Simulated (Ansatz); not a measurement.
# AlFH3NSi: the cost of one run

Program: Ansatz 0.2.0. Level of theory: RKS PBE-D4/def2-SVPD. These are calculated values, not measurements.

### Step 1. The system as given

SMILES `N#[Si][AlH2]`, 5 atoms, charge 0, spin multiplicity 1.

Atoms are counted from 1 here; the program's logs count them from 0.

Bond lengths: N1–Si2 1.598 Å, Si2–Al3 2.455 Å, Al3–H4 1.588 Å, Al3–H5 1.588 Å. Angles: N1–Si2–Al3 180.0°, Si2–Al3–H4 116.3°, Si2–Al3–H5 116.3°, H4–Al3–H5 127.4°.

Coordinates:

```
N     0.4063   -1.8884    2.3390
Si    0.1922   -0.8933    1.1067
Al   -0.1366    0.6350   -0.7865
H    -1.2864    0.2485   -1.8121
H     0.8245    1.8982   -0.8471
```

This geometry comes from a loose relaxation at PBE in a small basis, which is not shown.

### Step 4. Plan of the scan

The probe is moved over a plane parallel to the molecule's main plane, 2.30 Å above it (x and y are the axes of that plane, centred on the molecule).

The axes are (1) x of the probe's F atom: 17 values from −4.24 Å; (2) y of the probe's F atom: 11 values from −2.65 Å.

Nothing else is relaxed (molecule and probe rigid, the probe upright with F nearest the plane). Energies count from molecule and probe far apart, each relaxed in its own basis (no counterpoise correction). Points are written as (first, second).

The probe HF moves over a plane: parallel to the molecule's main plane, 2.30 Å above it. The molecule is turned into the frame of its main axes, as the inputs below show.

(The set-up runs are not shown.)

### Step 5. Point (−4.24 Å, 0.00 Å)

Input file input.yaml:

```yaml
crystal:
  periodic: [false, false, false]
  atoms:
    - { symbol: "N", position_ang: [1.884079, 3.0e-05, 6.2e-05] }
    - { symbol: Si, position_ang: [0.285635, -5.0e-05, -0.000102] }
    - { symbol: Al, position_ang: [-2.169713, 2.0e-05, 4.0e-05] }
    - { symbol: H, position_ang: [-2.874085, 1.423922, -0.002654] }
    - { symbol: H, position_ang: [-2.874224, -1.423813, 0.002834] }
    - { symbol: F, position_ang: [-4.24, 0.0, 2.3] }
    - { symbol: H, position_ang: [-4.24, 0.0, 3.232486] }
basis:
  gaussian: { orbitals: def2-SVPD }
hamiltonian:
  xc: pbe
  dispersion: d4
output:
  forces: true
```

Started as:

```console
ansatz run input.yaml --threads 1 --pin off --max-ram 2560MiB --backend cpu --events-out ev --progress --plain --runs-dir out
```

Q: Estimate wall time and peak memory on 1 thread of Arm Neoverse V2, shared host.

About 3.1 s, with a peak of 0.13 GiB.
